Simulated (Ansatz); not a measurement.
**BeNi3: further runs on the relaxed cell**

An exercise on one series of results from a longer session: the logs are not shown, and one member is left open.

Program: Ansatz 0.2.0. Level of theory: DFT r2SCAN, scalar-relativistic, plane waves, PAW. These are calculated values, not measurements.

### Starting point

It takes space group Pm-3m (No. 221, cubic). The conventional cell has a = 3.399 Å, b = 3.399 Å, c = 3.399 Å, α = 90.00°, β = 90.00°, γ = 90.00°. Around Be (site symmetry m-3m) lie 12 Ni at 2.40 Å. Ni (site symmetry 4/mmm) is surrounded by 4 Be at 2.40 Å and 8 Ni at 2.40 Å.

As a file:

```cif
data_structure
_symmetry_space_group_name_H-M 'P 1'
_symmetry_Int_Tables_number 1
_cell_length_a 3.3989
_cell_length_b 3.3989
_cell_length_c 3.3989
_cell_angle_alpha 90.000
_cell_angle_beta 90.000
_cell_angle_gamma 90.000
_cell_volume 39.26
loop_
_atom_site_label
_atom_site_type_symbol
_atom_site_fract_x
_atom_site_fract_y
_atom_site_fract_z
_atom_site_occupancy
Be1 Be 0.00000 0.00000 0.00000 1
Ni1 Ni 0.00000 0.50000 0.50000 1
Ni2 Ni 0.50000 0.00000 0.50000 1
Ni3 Ni 0.50000 0.50000 0.00000 1
```

It goes back to an entry of the Materials Project, which need not be the stable form.

It is the result of an earlier relaxation at this level (volume 9.82 Å³/atom; gap on the mesh: none (metal), site moments up to 0.5 μB).

Set-up of the first run:

input.yaml

```yaml
crystal:
  lattice:
    - [3.3645242161, 0.0, 0.0]
    - [0.0, 3.3645242161, 0.0]
    - [0.0, 0.0, 3.3645242161]
  atoms:
    - { symbol: Be, position: [0.0, 0.0, 0.0] }
    - { symbol: Ni, position: [0.0, 0.5, 0.5], spin: 0.59 }
    - { symbol: Ni, position: [0.5, 0.0, 0.5], spin: 0.59 }
    - { symbol: Ni, position: [0.5, 0.5, 0.0], spin: 0.59 }
basis:
  ecutwfc: 500
kpoints:
  mp_grid: { grid: [12, 12, 12] }
hamiltonian:
  xc: r2scan
scf:
  occupations: { method: gaussian, width: 0.1 }
output:
  forces: true
  stress: true
  eigenvalues: true
  populations: true
magnetization:
  spin_polarized: true
```

Steps of the session up to this table: The cell scaled to 0.97 of its volume; Volume × 1.03; Volume × 0.94; Point at V/V0 = 1.06.

One table of the session follows, with a row left open; its other results are not shown here.

It belongs to the step «Equation of state». 

| volume (Å³/atom) | energy above the lowest point (meV/atom) | pressure (GPa) | largest moment (μB) |
| --- | --- | --- | --- |
| 9.227 | 25.7 | 14.82 | 0.52 |
| 9.522 | ? | ? | ? |
| 9.816 | 0.0 | -0.01 | 0.54 |
| 10.111 | 5.5 | -5.76 | 0.55 |
| 10.405 | 20.7 | -10.63 | 0.56 |

Q: Estimate the row for volume (Å³/atom) = 9.522 from the others.

Worked estimate for «energy above the lowest point (meV/atom)». A straight line through the neighbours (9.227, 25.7) and (9.816, 0.0) gives 25.7 + (0.0 − 25.7) × (9.522 − 9.227) / (9.816 − 9.227) = 12.8; a parabola fitted to 3 rows on both sides gives 6.7.

As computed: energy above the lowest point (meV/atom): 6.0; pressure (GPa): 6.78; largest moment (μB): 0.53. In «energy above the lowest point (meV/atom)» the line misses by +6.8 and the parabola by +0.7.

Caveats from the session: The magnetic state reached may not be the lowest one. Warnings in the runs' records: stability check not made.
